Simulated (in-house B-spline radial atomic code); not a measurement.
# In⁵⁺: ionisation energy by several methods

How far do functionals differ on the ionisation energy of In⁵⁺? Each run solves In⁵⁺ and then the next ion ([Kr] 4d7).

Program: in-house B-spline radial atomic code version 1. Level of theory: non-relativistic, several functionals, spin-polarised, exact exchange averaged over the configuration; spherical all-electron atom at the radial basis limit. These are calculated values, not measurements, unless marked.

## 1. The system

| Item | Value |
| --- | --- |
| element | indium (Z = 49) |
| charge | +5 |
| electrons | 44 |
| configuration | [Kr] 4d8 |
| nucleus | point |

Outer shells as boxes (Hund's rule):

[Kr] 4d8
```
[Kr] core
4d [↑↓][↑↓][↑↓][↑ ][↑ ]
```

Where spins are not typed, each open shell is filled with up spins first.

## 2. BHandHLYP

Settings of the run:

```ini
Z = 49
electrons = 44.0
configuration = [Kr] 4d8
hamiltonian = nr
method = bhandhlyp
spin_polarised = True
exact_exchange = averaged over the configuration
```

On the command line:

```
$ python run_scf.py task.json out
```

The settings of every run stand in task.json; they run in order.

From the run's result record (rounded, not every field):

```text
{
  "status": "converged",
  "scf [iteration, energy, orbital gradient]": [
    [1, -5716.85112486, 0.862],
    [2, -5729.90919709, 0.508],
    [3, -5735.58266117, 0.135],
    [4, -5735.96843002, 0.0348],
    [5, -5735.98484817, 0.0176],
    [6, -5735.99162692, 0.00172],
    [7, -5735.99166833, 0.000167],
    [8, -5735.99166856, 1.99e-05],
    [9, -5735.99166856, 1.38e-06],
    [10, -5735.99166856, 1.05e-07]
  ],
  "energy [hartree]": {"total": -5735.99166856, "kinetic": 5734.02557194, "nuclear": -13534.5836431, "coulomb": 2218.34624854, "exact_exchange": -75.5970668862, "xc": -78.1827790721},
  "orbitals [hartree, bohr; first row names the columns]": [
    ["name", "occ", "eps", "<r>", "<r^2>", "<1/r>", "r_max", "density_at_nucleus", "spin_orbit_zeta"],
    ["1s up", 1.0, -993.98173, 0.03105, 0.0012897, 48.476, 0.020559, 36663.0, "-"],
    ["1s down", 1.0, -993.9815, 0.03105, 0.0012897, 48.476, 0.020559, 36663.0, "-"],
    ["2s up", 1.0, -149.44675, 0.13423, 0.021167, 11.073, 0.11388, 3813.9, "-"],
    ["2s down", 1.0, -149.41632, 0.13422, 0.021164, 11.074, 0.11388, 3814.5, "-"],
    ["2p up", 3.0, -139.5758, 0.11465, 0.015991, 11.064, 0.089285, "-", 4.7438],
    ["2p down", 3.0, -139.54872, 0.11464, 0.015988, 11.065, 0.089277, "-", 4.7449],
    ["3s up", 1.0, -31.03718, 0.36056, 0.14843, 3.9856, 0.3272, 728.93, "-"],
    ["3s down", 1.0, -31.023622, 0.36045, 0.14831, 3.9861, 0.32722, 728.95, "-"],
    ["3p up", 3.0, -26.967674, 0.35206, 0.14364, 3.902, 0.314, "-", 0.85427],
    ["3p down", 3.0, -26.951449, 0.35193, 0.14349, 3.9023, 0.31403, "-", 0.85413],
    ["3d up", 5.0, -19.473432, 0.32351, 0.12408, 3.7528, 0.25853, "-", 0.11378],
    ["3d down", 5.0, -19.440482, 0.32377, 0.12428, 3.7499, 0.25876, "-", 0.11354],
    ["4s up", 1.0, -7.0597959, 0.86833, 0.85036, 1.5737, 0.79315, 142.26, "-"],
    ["4s down", 1.0, -6.9360312, 0.86792, 0.84988, 1.5751, 0.79208, 142.54, "-"],
    ["4p up", 3.0, -5.6732741, 0.91595, 0.95372, 1.472, 0.82222, "-", 0.15065],
    ["4p down", 3.0, -5.529619, 0.91658, 0.95563, 1.4714, 0.82132, "-", 0.1505],
    ["4d up", 5.0, -3.3344326, 1.0641, 1.3159, 1.2333, 0.90199, "-", 0.014524],
    ["4d down", 3.0, -3.2512368, 1.0704, 1.3344, 1.2288, 0.903, "-", 0.014479]
  ],
  "sum_r [bohr^k]": {"-1": 276.216, "1": 22.85321, "2": 20.5519},
  "density_at_nucleus [bohr^-3]": 82696.79,
  "spin_density_at_nucleus [bohr^-3]": -1.05522,
  "mass_velocity [hartree]": -468.2933,
  "darwin [hartree]": 338.9497,
  "radius_at_0.001 [bohr]": 2.657,
  "radius_enclosing_fraction [bohr]": {"0.5": 0.3604, "0.9": 1.163, "0.99": 1.857},
  "slater [hartree]": {
    "F0(4p up,4p up)": 0.98134,
    "F2(4p up,4p up)": 0.51861,
    "F0(4p up,4p down)": 0.98106,
    "F2(4p up,4p down)": 0.51825,
    "F0(4p up,4d up)": 0.90704,
    "F2(4p up,4d up)": 0.46437,
    "G1(4p up,4d up)": 0.59073,
    "G3(4p up,4d up)": 0.36625,
    "F0(4p up,4d down)": 0.90421,
    "F2(4p up,4d down)": 0.46185,
    "F0(4p down,4p down)": 0.98077,
    "F2(4p down,4p down)": 0.51789,
    "F0(4p down,4d up)": 0.90679,
    "F2(4p down,4d up)": 0.46407,
    "F0(4p down,4d down)": 0.90396,
    "F2(4p down,4d down)": 0.46155,
    "G1(4p down,4d down)": 0.58713,
    "G3(4p down,4d down)": 0.36355,
    "F0(4d up,4d up)": 0.84763,
    "F2(4d up,4d up)": 0.433,
    "F4(4d up,4d up)": 0.28745,
    "F0(4d up,4d down)": 0.84524,
    "F2(4d up,4d down)": 0.43113,
    "F4(4d up,4d down)": 0.28602,
    "F0(4d down,4d down)": 0.84287,
    "F2(4d down,4d down)": 0.42929,
    "F4(4d down,4d down)": 0.28461
  },
  "ionisation_energy [hartree]": 3.39601871
}
```

Wall time 0.58 s (1 thread, shared host).

The run also solves the next ion with the same method; the record keeps the difference, ionisation_energy. radius_at_0.001 is where the density falls to 0.001 electrons per bohr³.

Radial density 4πr²n(r) and radial functions P(r) = rR(r):

```csv
r (bohr),4πr²n,4p down,4d down
0.00234,4.524,0.0029,0.0000
0.00345,8.821,0.0061,0.0001
0.00509,16.36,0.0128,0.0002
0.00751,28.12,0.0263,0.0005
0.0111,43.37,0.0526,0.0015
0.0163,56.93,0.0997,0.0044
0.0241,61.23,0.1792,0.0125
0.0355,55.29,0.2902,0.0334
0.0523,56.20,0.4015,0.0829
0.0771,73.74,0.4178,0.1839
0.114,75.30,0.1943,0.3488
0.168,56.15,-0.2831,0.5184
0.247,63.12,-0.6516,0.5191
0.365,50.66,-0.3323,0.1447
0.538,20.13,0.6180,-0.5302
0.793,21.40,1.2028,-1.0219
1.17,12.82,0.8685,-0.9314
1.72,2.464,0.2937,-0.4854
2.54,0.1369,0.0393,-0.1298
3.75,0.001216,0.0014,-0.0130
```

On the record's full grid the radial density has clear maxima near r = 0.024, 0.094, 0.30, 0.79 bohr.

X-ray form factor of the spherical density:

```csv
sinθ/λ (1/Å),f (electrons)
0,44.000
0.1,42.540
0.2,38.737
0.3,33.896
0.4,29.224
0.6,22.436
0.8,18.560
1,15.855
1.4,11.267
1.8,7.974
2.5,5.413
4,3.253
6,1.636
```

## 3. M06-2X

The settings differ from step 2 so:

```diff
@@ -4,3 +4,3 @@
 hamiltonian = nr
-method = bhandhlyp
+method = m062x
 spin_polarised = True
```

Main fields:

```text
{
  "status": "converged",
  "scf [iteration, energy, orbital gradient]": [
    [1, -5736.32049831, 0.186],
    [2, -5736.33566902, 0.006],
    [3, -5736.33585671, 0.00195],
    [4, -5736.33586854, 0.000748],
    [5, -5736.3358707, 0.000133],
    [6, -5736.33587081, 3.41e-05],
    [7, -5736.33587082, 7.96e-06],
    [8, -5736.33587082, 1.28e-06],
    [9, -5736.33587082, 1.1e-06],
    [10, -5736.33587082, 1.32e-07]
  ],
  "energy [hartree]": {"total": -5736.33587082, "kinetic": 5734.07604482, "nuclear": -13535.6077517, "coulomb": 2219.32283741, "exact_exchange": -81.6413280341, "xc": -72.4856733581},
  "orbitals [hartree, bohr; first row names the columns]": [
    ["name", "occ", "eps", "<r>"],
    ["1s up", 1.0, -993.63135, 0.031071],
    ["1s down", 1.0, -993.63127, 0.03107],
    ["2s up", 1.0, -149.1834, 0.13446],
    ["2s down", 1.0, -149.16138, 0.13446],
    ["2p up", 3.0, -139.56562, 0.11466],
    ["2p down", 3.0, -139.5421, 0.11465],
    ["3s up", 1.0, -30.841584, 0.36168],
    ["3s down", 1.0, -30.824653, 0.36151],
    ["3p up", 3.0, -26.887714, 0.3523],
    ["3p down", 3.0, -26.870449, 0.3521],
    ["3d up", 5.0, -19.488869, 0.32302],
    ["3d down", 5.0, -19.458776, 0.32321],
    ["4s up", 1.0, -6.9854547, 0.86944],
    ["4s down", 1.0, -6.8855685, 0.86946],
    ["4p up", 3.0, -5.6389767, 0.91583],
    ["4p down", 3.0, -5.515733, 0.91671],
    ["4d up", 5.0, -3.3366537, 1.0623],
    ["4d down", 3.0, -3.2739632, 1.0689]
  ],
  "sum_r [bohr^k]": {"-1": 276.2369, "1": 22.84142, "2": 20.52687},
  "ionisation_energy [hartree]": 3.40693651
}
```

Run time: 0.8 s. Hardware: 1 thread, shared host.

Meta-GGA runs start from a PBE run whose iterations are not counted.

## 4. TPSSh

The settings differ from step 3 so:

```diff
@@ -4,3 +4,3 @@
 hamiltonian = nr
-method = m062x
+method = tpssh
 spin_polarised = True
```

Main fields:

```text
{
  "status": "converged",
  "scf [iteration, energy, orbital gradient]": [
    [1, -5735.70163801, 0.0763],
    [2, -5735.70566676, 0.00165],
    [3, -5735.70568492, 0.000592],
    [4, -5735.70568586, 0.000253],
    [5, -5735.70568601, 4.15e-05],
    [6, -5735.70568602, 8.03e-06],
    [7, -5735.70568602, 1.89e-06],
    [8, -5735.70568602, 7.78e-08]
  ],
  "energy [hartree]": {"total": -5735.70568602, "kinetic": 5733.53536588, "nuclear": -13533.7957247, "coulomb": 2218.28168883, "exact_exchange": -15.1167365633, "xc": -138.61027943},
  "orbitals [hartree, bohr; first row names the columns]": [
    ["name", "occ", "eps", "<r>"],
    ["1s up", 1.0, -989.59934, 0.031041],
    ["1s down", 1.0, -989.59946, 0.031041],
    ["2s up", 1.0, -147.48655, 0.13424],
    ["2s down", 1.0, -147.46567, 0.13423],
    ["2p up", 3.0, -137.7959, 0.11462],
    ["2p down", 3.0, -137.77936, 0.11461],
    ["3s up", 1.0, -30.165766, 0.36094],
    ["3s down", 1.0, -30.158034, 0.36088],
    ["3p up", 3.0, -26.190253, 0.35247],
    ["3p down", 3.0, -26.179494, 0.35241],
    ["3d up", 5.0, -18.869658, 0.32409],
    ["3d down", 5.0, -18.84859, 0.32412],
    ["4s up", 1.0, -6.7081298, 0.86816],
    ["4s down", 1.0, -6.6239293, 0.86785],
    ["4p up", 3.0, -5.3839967, 0.91569],
    ["4p down", 3.0, -5.2952462, 0.916],
    ["4d up", 5.0, -3.1734601, 1.0633],
    ["4d down", 3.0, -3.0988579, 1.0681]
  ],
  "sum_r [bohr^k]": {"-1": 276.1999, "1": 22.84753, "2": 20.52902},
  "ionisation_energy [hartree]": 3.40216116
}
```

Wall time 0.71 s (1 thread, shared host).

## 5. CAM-B3LYP

The settings differ from step 4 so:

```diff
@@ -4,3 +4,3 @@
 hamiltonian = nr
-method = tpssh
+method = camb3lyp
 spin_polarised = True
```

Main fields:

```text
{
  "status": "converged",
  "scf [iteration, energy, orbital gradient]": [
    [1, -5717.02124583, 0.865],
    [2, -5729.17738517, 0.545],
    [3, -5735.75756389, 0.135],
    [4, -5736.14124611, 0.0336],
    [5, -5736.15483137, 0.0174],
    [6, -5736.16096235, 0.00227],
    [7, -5736.16099419, 0.000232],
    [8, -5736.16099489, 2.14e-05],
    [9, -5736.16099489, 1.04e-06],
    [10, -5736.16099489, 7.85e-08]
  ],
  "energy [hartree]": {"total": -5736.16099489, "kinetic": 5734.04959093, "nuclear": -13534.5281819, "coulomb": 2218.32331048, "exact_exchange": -32.3149671275, "xc": -121.690747292},
  "orbitals [hartree, bohr; first row names the columns]": [
    ["name", "occ", "eps", "<r>"],
    ["1s up", 1.0, -990.06949, 0.031051],
    ["1s down", 1.0, -990.06931, 0.031051],
    ["2s up", 1.0, -147.92103, 0.13429],
    ["2s down", 1.0, -147.89666, 0.13428],
    ["2p up", 3.0, -138.26664, 0.11463],
    ["2p down", 3.0, -138.2468, 0.11462],
    ["3s up", 1.0, -30.378979, 0.36127],
    ["3s down", 1.0, -30.36742, 0.36119],
    ["3p up", 3.0, -26.41734, 0.35258],
    ["3p down", 3.0, -26.403865, 0.35249],
    ["3d up", 5.0, -19.093859, 0.3239],
    ["3d down", 5.0, -19.070351, 0.32397],
    ["4s up", 1.0, -6.8464723, 0.86753],
    ["4s down", 1.0, -6.7561189, 0.86738],
    ["4p up", 3.0, -5.5179937, 0.91547],
    ["4p down", 3.0, -5.4180079, 0.9159],
    ["4d up", 5.0, -3.2865914, 1.0651],
    ["4d down", 3.0, -3.2144476, 1.0706]
  ],
  "sum_r [bohr^k]": {"-1": 276.2149, "1": 22.86193, "2": 20.58554},
  "ionisation_energy [hartree]": 3.40451456
}
```

It took 1.5 s on 1 thread, shared host.

## 6. ωB97X

The settings differ from step 5 so:

```diff
@@ -4,3 +4,3 @@
 hamiltonian = nr
-method = camb3lyp
+method = wb97x
 spin_polarised = True
```

Main fields:

```text
{
  "status": "converged",
  "scf [iteration, energy, orbital gradient]": [
    [1, -5716.89896357, 0.861],
    [2, -5729.54711905, 0.519],
    [3, -5735.65851885, 0.137],
    [4, -5736.04508724, 0.036],
    [5, -5736.06545808, 0.0184],
    [6, -5736.07188127, 0.00247],
    [7, -5736.07191758, 0.00025],
    [8, -5736.07191812, 3.2e-05],
    [9, -5736.07191813, 2.76e-06],
    [10, -5736.07191813, 2.26e-07]
  ],
  "energy [hartree]": {"total": -5736.07191813, "kinetic": 5733.99476054, "nuclear": -13535.0503157, "coulomb": 2218.87169795, "exact_exchange": -29.8406165796, "xc": -124.047444348},
  "orbitals [hartree, bohr; first row names the columns]": [
    ["name", "occ", "eps", "<r>"],
    ["1s up", 1.0, -989.62756, 0.031049],
    ["1s down", 1.0, -989.62741, 0.031049],
    ["2s up", 1.0, -147.79785, 0.13429],
    ["2s down", 1.0, -147.77418, 0.13428],
    ["2p up", 3.0, -138.14001, 0.11464],
    ["2p down", 3.0, -138.12136, 0.11463],
    ["3s up", 1.0, -30.355406, 0.36116],
    ["3s down", 1.0, -30.344073, 0.36104],
    ["3p up", 3.0, -26.397834, 0.3525],
    ["3p down", 3.0, -26.384311, 0.35238],
    ["3d up", 5.0, -19.091167, 0.32383],
    ["3d down", 5.0, -19.067701, 0.32386],
    ["4s up", 1.0, -6.8665703, 0.86796],
    ["4s down", 1.0, -6.7823468, 0.8682],
    ["4p up", 3.0, -5.5430029, 0.91572],
    ["4p down", 3.0, -5.4498228, 0.91647],
    ["4d up", 5.0, -3.3174671, 1.0604],
    ["4d down", 3.0, -3.2501408, 1.0663]
  ],
  "sum_r [bohr^k]": {"-1": 276.2255, "1": 22.82711, "2": 20.46831},
  "ionisation_energy [hartree]": 3.39982696
}
```

Wall time 1.5 s (1 thread, shared host).

## 7. B97-1

The settings differ from step 6 so:

```diff
@@ -4,3 +4,3 @@
 hamiltonian = nr
-method = wb97x
+method = b97_1
 spin_polarised = True
```

Main fields:

```text
{
  "status": "converged",
  "scf [iteration, energy, orbital gradient]": [
    [1, -5716.59964358, 0.875],
    [2, -5728.46069016, 0.557],
    [3, -5735.32950535, 0.147],
    [4, -5735.7289276, 0.0386],
    [5, -5735.74228901, 0.0172],
    [6, -5735.74868258, 0.00293],
    [7, -5735.74873385, 0.000123],
    [8, -5735.74873397, 1.54e-05],
    [9, -5735.74873397, 9.65e-07],
    [10, -5735.74873397, 4.53e-08]
  ],
  "energy [hartree]": {"total": -5735.74873397, "kinetic": 5733.34326429, "nuclear": -13534.1172564, "coulomb": 2218.7325876, "exact_exchange": -31.7456060835, "xc": -121.96172336},
  "orbitals [hartree, bohr; first row names the columns]": [
    ["name", "occ", "eps", "<r>"],
    ["1s up", 1.0, -990.04928, 0.031052],
    ["1s down", 1.0, -990.04898, 0.031052],
    ["2s up", 1.0, -147.92905, 0.1343],
    ["2s down", 1.0, -147.90465, 0.13429],
    ["2p up", 3.0, -138.24261, 0.11465],
    ["2p down", 3.0, -138.22264, 0.11464],
    ["3s up", 1.0, -30.339271, 0.36127],
    ["3s down", 1.0, -30.324767, 0.36112],
    ["3p up", 3.0, -26.368857, 0.3526],
    ["3p down", 3.0, -26.352457, 0.35244],
    ["3d up", 5.0, -19.042256, 0.32387],
    ["3d down", 5.0, -19.015943, 0.32389],
    ["4s up", 1.0, -6.77448, 0.86742],
    ["4s down", 1.0, -6.6872815, 0.86757],
    ["4p up", 3.0, -5.4425709, 0.91509],
    ["4p down", 3.0, -5.347505, 0.91599],
    ["4d up", 5.0, -3.2117846, 1.0629],
    ["4d down", 3.0, -3.1444926, 1.0691]
  ],
  "sum_r [bohr^k]": {"-1": 276.2065, "1": 22.84522, "2": 20.53152},
  "ionisation_energy [hartree]": 3.4061487
}
```

It took 0.54 s on 1 thread, shared host.

## 8. All methods side by side

| method | rung | total energy (hartree) | ΔSCF (eV) | −ε highest (eV) | ΔSCF less tabulated (eV) |
| --- | --- | --- | --- | --- | --- |
| BHandHLYP | global hybrid | -5735.9917 | 92.410 | 88.471 (4d down) | +2.410 |
| M06-2X | global hybrid | -5736.3359 | 92.707 | 89.089 (4d down) | +2.707 |
| TPSSh | global hybrid | -5735.7057 | 92.578 | 84.324 (4d down) | +2.578 |
| B97-1 | global hybrid | -5735.7487 | 92.686 | 85.566 (4d down) | +2.686 |
| CAM-B3LYP | range-separated hybrid | -5736.1610 | 92.642 | 87.470 (4d down) | +2.642 |
| ωB97X | range-separated hybrid | -5736.0719 | 92.514 | 88.441 (4d down) | +2.514 |

Against the tabulated ionisation energy, 90 ± 2 eV (tabulated theoretical; NIST Atomic Spectra Database), the best here is BHandHLYP (+2.410 eV) and the worst M06-2X (+2.707 eV, or 3.0 %). All methods miss on the same side by much the same amount, which points to something that they share. These runs lack relativity altogether, which can outweigh the gaps between the methods, so the nearest may be so by luck. These runs leave out relativity, which matters at this nuclear charge. Open shells are averaged (over orientations, and over spins where the run is restricted), while tables refer to the lowest levels.

What each method cost (CPU seconds, one thread, shared host; runs marked * also made radial tables):

| method | CPU time | miss (eV) |
| --- | --- | --- |
| B97-1 | 0.54 s | +2.686 |
| BHandHLYP* | 0.58 s | +2.410 |
| TPSSh* | 0.71 s | +2.578 |
| M06-2X* | 0.8 s | +2.707 |
| ωB97X | 1.5 s | +2.514 |
| CAM-B3LYP | 1.5 s | +2.642 |
